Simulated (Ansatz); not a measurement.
# Bi2Se3: the cost of one run

Method: DFT PBEsol, scalar-relativistic, plane waves, PAW, in Ansatz 0.2.0.

## Step 1: The system as given

The cell holds 20 atoms (Bi7GdSe12): a = 8.262 Å, b = 8.262 Å, c = 10.651 Å, α = 67.18°, β = 67.18°, γ = 60.00°.

Coordinates:

```
CELL_PARAMETERS angstrom
4.13107 7.15523 0.00000
-4.13107 7.15523 0.00000
0.00000 4.77015 9.52262
ATOMIC_POSITIONS crystal
Gd 0.59689 0.60338 0.19543
Bi 0.59967 0.09967 0.20100
Bi 0.09967 0.59967 0.20100
Bi 0.09967 0.09967 0.20100
Bi 0.40033 0.40033 0.79900
Bi 0.40033 0.90033 0.79900
Bi 0.90033 0.40033 0.79900
Bi 0.90033 0.90033 0.79900
Se 0.00000 0.00000 0.00000
Se 0.00459 0.49224 0.00609
Se 0.49426 0.00220 0.99741
Se 0.50649 0.49624 0.99585
Se 0.78853 0.78853 0.63442
Se 0.78853 0.28853 0.63442
Se 0.28853 0.78853 0.63442
Se 0.28853 0.28853 0.63442
Se 0.21147 0.21147 0.36558
Se 0.20877 0.71256 0.36493
Se 0.71113 0.21665 0.36692
Se 0.71944 0.71058 0.36517
```

The host was relaxed before at PBEsol: a = 4.131 Å, b = 4.131 Å, c = 28.568 Å, α = 90.00°, β = 90.00°, γ = 120.00° (conventional cell), 28.148 Å³/atom.

Places, in fractions of the supercell: Gd in place of Bi at (0.600, 0.600, 0.201). Its neighbours start displaced at random by about 0.03 Å.

## Step 2: The perfect crystal in the supercell of 20 atoms

input.yaml reads:

```yaml
crystal:
  lattice:
    - [4.1310746735, 7.1552312243, 0.0]
    - [-4.1310746735, 7.1552312243, 0.0]
    - [0.0, 4.7701541496, 9.5226204388]
  atoms:
    - { symbol: Bi, position: [0.5996675545, 0.5996675545, 0.2009973365] }
    - { symbol: Bi, position: [0.5996675545, 0.0996675545, 0.2009973365] }
    - { symbol: Bi, position: [0.0996675545, 0.5996675545, 0.2009973365] }
    - { symbol: Bi, position: [0.0996675545, 0.0996675545, 0.2009973365] }
    - { symbol: Bi, position: [0.4003324455, 0.4003324455, 0.7990026635] }
    - { symbol: Bi, position: [0.4003324455, 0.9003324455, 0.7990026635] }
    - { symbol: Bi, position: [0.9003324455, 0.4003324455, 0.7990026635] }
    - { symbol: Bi, position: [0.9003324455, 0.9003324455, 0.7990026635] }
    - { symbol: Se, position: [0.0, 0.0, 0.0] }
    - { symbol: Se, position: [0.0, 0.5, 0.0] }
    - { symbol: Se, position: [0.5, 0.0, 0.0] }
    - { symbol: Se, position: [0.5, 0.5, 0.0] }
    - { symbol: Se, position: [0.7885254547, 0.7885254547, 0.634423636] }
    - { symbol: Se, position: [0.7885254547, 0.2885254547, 0.634423636] }
    - { symbol: Se, position: [0.2885254547, 0.7885254547, 0.634423636] }
    - { symbol: Se, position: [0.2885254547, 0.2885254547, 0.634423636] }
    - { symbol: Se, position: [0.2114745453, 0.2114745453, 0.365576364] }
    - { symbol: Se, position: [0.2114745453, 0.7114745453, 0.365576364] }
    - { symbol: Se, position: [0.7114745453, 0.2114745453, 0.365576364] }
    - { symbol: Se, position: [0.7114745453, 0.7114745453, 0.365576364] }
basis:
  ecutwfc: 420
  xc_grid: 2
kpoints:
  mp_grid: { grid: [3, 3, 3], shift: [0.0, 0.0, 0.0] }
hamiltonian:
  xc: pbesol
scf:
  occupations: { method: gaussian, width: 0.05 }
output:
  forces: true
  stress: true
  eigenvalues: true
```

On the command line:

```bash
> ansatz run input.yaml --threads 8 --pin off --max-ram 14336MiB --backend cpu --events-out ev --progress --plain --runs-dir out
```

**Question.** How long does this run take on 8 threads of Intel Xeon at 2.70GHz, shared host, and how much memory does it need?

About 5.7 s, with a peak of 2.9 GiB.
